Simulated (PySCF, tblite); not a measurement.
# C4H11BSi2: geometry, infrared bands and NMR shifts

What infrared bands and NMR shifts should C4H11BSi2 (`B[SiH2]C#C[SiH2]CC`) show?

Computed with tblite 0.8.0 and PySCF 2.14.0, with density-fitted response routines of our own, on a single molecule in the gas phase. Atoms are numbered from 0 throughout.

## (1) The molecule as given

18 atoms, charge 0, multiplicity 1; geometry from: force field or distance geometry start.

Bonds of the start (Å): B0–Si1 1.95, Si1–C2 1.82, C2–C3 1.20, C3–Si4 1.81, Si4–C5 1.87, C5–C6 1.52, B0–H7 1.18, B0–H8 1.18, Si1–H9 1.46, Si1–H10 1.47, Si4–H11 1.47, Si4–H12 1.47, C5–H13 1.11, C5–H14 1.11, C6–H15 1.12, C6–H16 1.11, C6–H17 1.11.

## (2) Optimising the geometry with GFN2-xTB

What the job is given:

```
{"job": {"kind": "relax", "xc": "GFN2-xTB", "basis": "xTB"}, "charge": 0, "multiplicity": 1}
B     -3.411600    -0.962100     1.156700
Si    -3.085000     0.645400     0.106300
C     -1.315900     0.690000    -0.337600
C     -0.159600     0.729800    -0.649300
Si     1.599500     0.752000    -1.077700
C      2.571600    -0.287400     0.128100
C      2.135300    -1.740700     0.081300
H     -2.532100    -1.704200     1.397300
H     -4.504100    -1.186600     1.557000
H     -3.907900     0.617100    -1.097300
H     -3.417400     1.826200     0.914800
H      2.084800     2.136600    -1.039100
H      1.768800     0.217300    -2.432500
H      2.429000     0.116600     1.151100
H      3.651500    -0.209200    -0.123400
H      2.735700    -2.335100     0.816500
H      1.064500    -1.830000     0.369100
H      2.284200    -2.167700    -0.933000
```

On the command line:

```console
$ OMP_NUM_THREADS=1 python probes_run.py task.json out
```

One launch serves the whole session: the jobs run in the order shown.

**Question.** This job is followed by: GFN2-xTB harmonic vibrations, gas phase; GIAO PBE0/pcSseg-1 NMR shielding, non-relativistic, gas phase. What will the session give for the following? strongest single infrared mode (GFN2-xTB); zero-point energy (GFN2-xTB); ¹³C shifts against TMS (PBE0/pcSseg-1); ¹H shifts against TMS (PBE0/pcSseg-1, means over atoms taken as alike); ¹¹B shifts against BF3·OEt2 (PBE0/pcSseg-1); ²⁹Si shifts against TMS (PBE0/pcSseg-1); surface potential, 1st and 99th percentile.

The runs gave:

| quantity | value |
| --- | --- |
| strongest single infrared mode (GFN2-xTB) | 2193 cm⁻¹, 469 km/mol |
| zero-point energy (GFN2-xTB) | 79.2 kcal/mol |
| ¹³C shifts against TMS (PBE0/pcSseg-1) | 118.3, 115.6, 11.5, 8.5 ppm |
| ¹H shifts against TMS (PBE0/pcSseg-1, means over atoms taken as alike) | 10.66, 4.67, 4.43, 1.37, 0.86 ppm |
| ¹¹B shifts against BF3·OEt2 (PBE0/pcSseg-1) | 118.4 ppm |
| ²⁹Si shifts against TMS (PBE0/pcSseg-1) | -63.9, -97.6 ppm |
| surface potential, 1st and 99th percentile | -0.91 V and 1.96 V |

**Reading.** Relaxing lowered the energy by 0.193 eV in 52 steps; the close pair that moved most is Si4–C5, from 1.865 to 1.907 Å. The lowest mode is slightly imaginary (11i cm⁻¹), a soft motion within the noise of the Hessian, so the minimum is not strictly shown. The strongest single mode, at 2193 cm⁻¹, moves mainly H12. GFN2-xTB is a fitted tight-binding method: band positions and strengths are rough. Its intensities can rank the bands wrongly. At PBE0/pcSseg-1, counted by nearest atom on the grid, the HOMO lies on C2, C3 about 32 % each; C5 8 %, the LUMO on B0 56 %; H7, H8 about 13 % each.
